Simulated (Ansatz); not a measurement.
Crystal: Ba2Tl5V3O12.

```
Ba V Tl O
1.0
     6.49009   -6.67692    0.00000
     6.49009    6.67692    0.00000
    -2.00957    0.00000    5.73760
Ba V Tl O
2 3 5 12
Direct
  0.47917 0.52083 0.00000
  0.79264 0.20736 0.00000
  0.65694 0.94605 0.25735
  0.05395 0.34306 0.74265
  0.57442 0.42558 0.50000
  0.49835 0.85629 0.63726
  0.14371 0.50165 0.36274
  0.01508 0.98492 0.50000
  0.30964 0.12677 0.21892
  0.87323 0.69036 0.78108
  0.00390 0.26325 0.44275
  0.59719 0.60676 0.67706
  0.91333 0.42820 0.84635
  0.52536 0.79943 0.20594
  0.68766 0.41628 0.31356
  0.09251 0.20316 0.88601
  0.58372 0.31234 0.68644
  0.79684 0.90749 0.11399
  0.57180 0.08667 0.15365
  0.20057 0.47464 0.79406
  0.73675 0.99610 0.55725
  0.39324 0.40281 0.32294
```

The cell was built by a generator and needn't be a form met in nature.

```yaml
Program: Ansatz 0.2.0
Task: relaxation of cell and atoms
Functional: r2SCAN
Dispersion: D4
Potentials_or_basis: Ansatz PAW
Cutoff: "500 eV (not typed: the program's choice for these potentials)"
k_mesh: 2 × 2 × 4
Occupations: fermi-dirac, width 0.05 eV
Spin: collinear spin, ferromagnetic start
Starting_moments: "[0.0, 0.0, 2.0, 2.0, 2.0, 0.0, 0.0, 0.0, 0.0, 0.0, 0.0, 0.0, 0.0, 0.0, 0.0, 0.0, 0.0, 0.0, 0.0, 0.0, 0.0, 0.0] μB"
```

At the start: volume 22.60 Å³/atom.

Task: Where does the relaxation end?

Result: It ends after 9 steps and the volume is 20.95 Å³/atom (-7.3 %); space group C2 (No. 5, to 0.05 Å); moment 0.00 μB per cell.

Step by step:
```
step  energy change (eV)  largest force (eV/Å)  volume (Å³)
   1              0.0000                0.4609       497.26
   2             -0.1935                0.2324       472.62
   3             -0.2234                0.1123       464.16
   4             -0.2338                0.0626       463.13
   5             -0.2380                0.0551       459.11
   6             -0.2397                0.0620       461.14
   7             -0.2400                0.0236       461.09
   8             -0.2402                0.0077       460.99
   9             -0.2297                0.0079       460.99
```

Final structure:
```yaml
crystal:
  lattice:
    - [6.27922, -6.45931, -0.05054]
    - [6.27922, 6.45931, -0.05054]
    - [-1.98896, 0.00000, 5.69896]
  atoms:
    - { symbol: Ba, position: [0.47920, 0.52080, 0.00000] }
    - { symbol: Ba, position: [0.79585, 0.20415, 0.00000] }
    - { symbol: V, position: [0.65673, 0.94738, 0.27365] }
    - { symbol: V, position: [0.05262, 0.34327, 0.72635] }
    - { symbol: V, position: [0.57632, 0.42368, 0.50000] }
    - { symbol: Tl, position: [0.48827, 0.85617, 0.64848] }
    - { symbol: Tl, position: [0.14383, 0.51173, 0.35152] }
    - { symbol: Tl, position: [0.02513, 0.97487, 0.50000] }
    - { symbol: Tl, position: [0.29756, 0.11415, 0.21199] }
    - { symbol: Tl, position: [0.88585, 0.70244, 0.78801] }
    - { symbol: O, position: [0.00939, 0.25367, 0.42863] }
    - { symbol: O, position: [0.59826, 0.61004, 0.67865] }
    - { symbol: O, position: [0.90321, 0.42428, 0.81965] }
    - { symbol: O, position: [0.51321, 0.80493, 0.22427] }
    - { symbol: O, position: [0.69397, 0.41963, 0.31709] }
    - { symbol: O, position: [0.09925, 0.20609, 0.87983] }
    - { symbol: O, position: [0.58037, 0.30603, 0.68291] }
    - { symbol: O, position: [0.79391, 0.90075, 0.12017] }
    - { symbol: O, position: [0.57572, 0.09679, 0.18035] }
    - { symbol: O, position: [0.19507, 0.48679, 0.77573] }
    - { symbol: O, position: [0.74633, 0.99061, 0.57137] }
    - { symbol: O, position: [0.38996, 0.40174, 0.32135] }
```

Caveat: the magnetic or orbital state may not be the lowest; the plane-wave basis is chosen anew once the cell has moved, so the energies of steps on either side of that aren't comparable; the PAW data sets come from PBE, with cores solved anew for the run's functional, which leaves a small shift of forces and pressure; the starting moments weren't kept.
